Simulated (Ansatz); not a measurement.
This script makes an all-electron equation of state of TiN, space group Fm-3m with Ansatz 0.2.0, Python API.

`eos_lapw_tin.py`:
```python
"""E(V) of TiN on LAPW."""

from dataclasses import dataclass

import ansatz as az
from ase.eos import EquationOfState
from ase.units import GPa
import numpy as np


@dataclass(frozen=True)
class Settings:
    xc: str = "pbe"
    filling: str = "fermi_dirac"
    width_ev: float = 0.1
    kmesh: tuple[int, ...] = (12, 12, 12)


opts = Settings()

VECTORS = np.array([
    [0.0, 2.119, 2.119],
    [2.119, 0.0, 2.119],
    [2.119, 2.119, 0.0],
])
SITES = [
    ("Ti", (0.0, 0.0, 0.0)),
    ("N", (0.5, 0.5, 0.5)),
]


def make_crystal(cell):
    crystal = az.Crystal(lattice=az.Lattice.of(cell))
    for symbol, position in SITES:
        crystal = crystal.atom(symbol, position)
    return crystal


def main() -> None:
    volumes, energies = [], []
    for scale in np.linspace(0.94, 1.06, 5):
        cell = VECTORS * scale ** (1 / 3)
        model = (
            make_crystal(cell).calculation()
            .functional(opts.xc)
            .occupations(opts.filling, width=opts.width_ev)
            .kpoints(*opts.kmesh)
            .pseudopotentials("all_electron", lapw=True)
        )
        r = model.run(threads=1).report
        volumes.append(abs(np.linalg.det(cell)) / len(SITES))
        energies.append(r["free_energy_ev"] / len(SITES))
        print(f"{scale:.3f} {volumes[-1]:9.4f} A^3/atom {energies[-1]:16.5f} eV/atom  (estimated basis error {1000 * r['lapw_basis_errors']['total_ev_per_atom']:.2f} meV/atom)")
    v0, e0, bulk = EquationOfState(volumes, energies, eos="birchmurnaghan").fit()
    print(f"V0 = {v0:.4f} A^3/atom, B0 = {bulk / GPa:.1f} GPa")


if __name__ == "__main__":
    main()
```

From its runs, with one value withheld:

| V (Å³/atom) | F less the lowest row shown (meV/atom) |
| --- | --- |
| 8.944 | 40.61 |
| 9.229 | 11.39 |
| 9.515 | 0.00 |
| 9.800 | 3.86 |
| 10.086 | ? |

What is the missing energy at 10.086 Å³ an atom?

A third-order Birch-Murnaghan fit, E = E0 + (9 V0 B0 / 16) [(t - 1)³ B' + (t - 1)² (6 - 4t)] with t = (V0/V)^(2/3), through the 4 rows shown gives V0 = 9.579 Å³, B0 = 276.6 GPa, B' = 4.24 and E0 = -0.38 meV. At V = 10.086 Å³, t = 0.96623, and the fit extrapolates to 20.75 meV. The run gave 20.74 meV, a miss of 0.01 meV.

What to keep in mind:
- The run is spin-unpolarised.
- The mesh is modest for a metal, so energies can be off by several to tens of meV an atom and pressures by half a GPa or more; differences at equal mesh fare better.
- The starting cell is as deposited in a crystallographic database; the results hold for this polymorph, which needn't be the stable one.
- Finished in 64 s on 1 thread of Arm Neoverse V2, with other jobs on the host, peak memory 0.47 GiB.
